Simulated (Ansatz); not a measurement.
**ZnNH₃: one structure at several levels**

An exercise on one series of results from a longer session: the logs are not shown, and one member is left open.

Computed with Ansatz 0.2.0, Gaussian basis. Level: single points in def2-TZVPP.

Correlated methods freeze the cores. The 3s and 3p shells of Cu and Zn are frozen; filled d shells are correlated.

## Where the work starts

SMILES `[NH2][ZnH]`, 5 atoms, charge 0, spin multiplicity 1.

Atoms are counted from 1 here; the program's logs count them from 0.

Bond lengths: N1–Zn2 1.927 Å, N1–H3 1.040 Å, N1–H4 1.026 Å, Zn2–H5 1.434 Å. Angles: Zn2–N1–H3 120.2°, Zn2–N1–H4 108.8°, H3–N1–H4 107.7°, N1–Zn2–H5 168.0°.

Geometry (Å):

```mol
H3NZn
  3D, bonds by distance, orders not assigned

  5  4  0  0  0  0  0  0  0  0999 V2000
   -0.4266   -0.7160    0.2869 N   0  0
    0.4141    0.9650   -0.1391 Zn  0  0
   -0.7542   -1.3447   -0.4740 H   0  0
    0.2036   -1.2572    0.8888 H   0  0
    0.8805    2.3183   -0.2223 H   0  0
  1  2  8  0
  1  3  8  0
  1  4  8  0
  2  5  8  0
M  END
```

Set-up of the first run:

run/in.yaml reads:

```yaml
crystal:
  periodic: [false, false, false]
  atoms:
    - {symbol: N, position_ang: [-0.426600, -0.716000, 0.286900]}
    - {symbol: Zn, position_ang: [0.414100, 0.965000, -0.139100]}
    - {symbol: H, position_ang: [-0.754200, -1.344700, -0.474000]}
    - {symbol: H, position_ang: [0.203600, -1.257200, 0.888800]}
    - {symbol: H, position_ang: [0.880500, 2.318300, -0.222300]}
basis:
  gaussian: {orbitals: def2-TZVPP}
correlation: {method: ccsd_t, frozen_orbitals: {H: 0, "N": 1, Zn: 9}}
output: {forces: true}
```

The command line of these runs was not kept.

Steps of the session up to this table: CCSD(T)/def2-TZVPP; PBE0-D4/def2-TZVPP; wB97M-V/def2-TZVPP; r2SCAN-D4/def2-TZVPP; PBE-D4/def2-TZVPP; r2SCAN0-D4/def2-TZVPP; r2SCANh-D4/def2-TZVPP.

One of the session's tables, all rows but one given; the rest of the session is left out.

| method | RMS force component (eV/Å) | angle to CCSD(T) forces (°) | dipole (D) |
| --- | --- | --- | --- |
| CCSD(T) | 0.921 | reference | 1.27 |
| PBE0-D4 | ? | ? | ? |
| wB97M-V | 0.955 | 2.8 | 1.31 |
| r2SCAN-D4 | 0.925 | 3.2 | 1.17 |
| PBE-D4 | 0.884 | 9.0 | 1.12 |
| r2SCAN0-D4 | 1.004 | 5.7 | 1.29 |
| r2SCANh-D4 | 0.955 | 3.1 | 1.22 |

Q: Estimate the row for PBE0-D4 from the others.

**Answer.** RMS force component (eV/Å): 0.978; angle to CCSD(T) forces (°): 1.9; dipole (D): 1.25. In the column «RMS force component (eV/Å)» it lies between r2SCANh-D4 (0.955) and r2SCAN0-D4 (1.004).
